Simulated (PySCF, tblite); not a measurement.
# C2H5GeN3: geometry, infrared bands, NMR shifts and spin-spin couplings

What infrared bands, NMR shifts and spin-spin couplings should C2H5GeN3 (`[GeH3][n]1ccnn1`) show?

Computed with tblite 0.8.0 and PySCF 2.14.0, with density-fitted response routines of our own, on a single molecule in the gas phase. Atoms count from 0, in the outputs and in this text.

### 1 The molecule as given

11 atoms, charge 0, multiplicity 1; geometry from: force field or distance geometry start.

Bonds of the start (Å): Ge0–N1 1.87, N1–C2 1.36, C2–C3 1.38, C3–N4 1.36, N4–N5 1.34, N5–N1 1.32, Ge0–H6 1.55, Ge0–H7 1.54, Ge0–H8 1.55, C2–H9 1.09, C3–H10 1.09.

### 2 Optimising the geometry with GFN2-xTB

The job: settings as JSON, then the geometry in Å.

```
{"job": {"kind": "relax", "xc": "GFN2-xTB", "basis": "xTB"}, "charge": 0, "multiplicity": 1}
Ge    -1.901700     0.022800     0.014100
N     -0.070100    -0.187500    -0.285200
C      0.883900     0.390700     0.492300
C      2.107600     0.017000    -0.026900
N      1.857900    -0.805500    -1.074500
N      0.529500    -0.907400    -1.215200
H     -2.240900    -0.067600     1.523100
H     -2.416700     1.379600    -0.499700
H     -2.584800    -1.188800    -0.665500
H      0.751100     1.048400     1.351200
H      3.089500     0.300700     0.360400
```

On the command line:

```bash
$ OMP_NUM_THREADS=1 python probes_run.py task.json out
```

The driver reads the jobs from task.json and runs them one after another.

**Question.** This job is followed by: GFN2-xTB harmonic vibrations, gas phase; GIAO PBE0/pcSseg-1 NMR shielding, non-relativistic, gas phase; B3LYP/pcJ-1 Ge:pcSseg-1 indirect spin-spin coupling, non-relativistic, gas phase. What will the session give for the following? strongest single infrared mode (GFN2-xTB); zero-point energy (GFN2-xTB); 13C shifts against TMS (PBE0/pcSseg-1); 1H shifts against TMS (PBE0/pcSseg-1, means over atoms taken as alike); 73Ge shifts against GeMe4 (PBE0/pcSseg-1); 15N shifts against NH3 (PBE0/pcSseg-1); surface potential, 1st and 99th percentile; largest coupling of the table (B3LYP/pcSseg-1+pcJ-1).

As calculated:

| quantity | value |
| --- | --- |
| strongest single infrared mode (GFN2-xTB) | 2066 cm⁻¹, 419 km/mol |
| zero-point energy (GFN2-xTB) | 43.2 kcal/mol |
| 13C shifts against TMS (PBE0/pcSseg-1) | 137.8, 132.5 ppm |
| 1H shifts against TMS (PBE0/pcSseg-1, means over atoms taken as alike) | 7.93, 7.76, 5.25 ppm |
| 73Ge shifts against GeMe4 (PBE0/pcSseg-1) | -148 ppm |
| 15N shifts against NH3 (PBE0/pcSseg-1) | 417.5, 396.3, 256.7 ppm |
| surface potential, 1st and 99th percentile | -2.06 V and 1.93 V |
| largest coupling of the table (B3LYP/pcSseg-1+pcJ-1) | 1J(C,H) C3–H10, 201.9 Hz |

**Reading.** Relaxing lowered the energy by 0.361 eV in 36 steps; the close pair that moved most is Ge0–H8, from 1.548 to 1.480 Å. No mode is imaginary among the 27: a minimum at this level. The strongest single mode, at 2066 cm⁻¹, moves mainly H7 and H6. Unscaled tight-binding wavenumbers are off by several per cent, some by more. Its intensities can rank the bands wrongly. At PBE0/pcSseg-1: The largest span, 570 ppm, is at N4, where the paramagnetic term is -455 ppm. NICS(1)zz of -36 ppm above the planar ring from N1 marks a diatropic (aromatic) ring current. In the run at B3LYP/pcSseg-1+pcJ-1, the largest coupling of the table is C3–H10, 201.9 Hz, of which the Fermi-contact term gives 200.9 Hz. Spin-orbit coupling is left out, which matters for shieldings and couplings at and beside the heavy atoms.
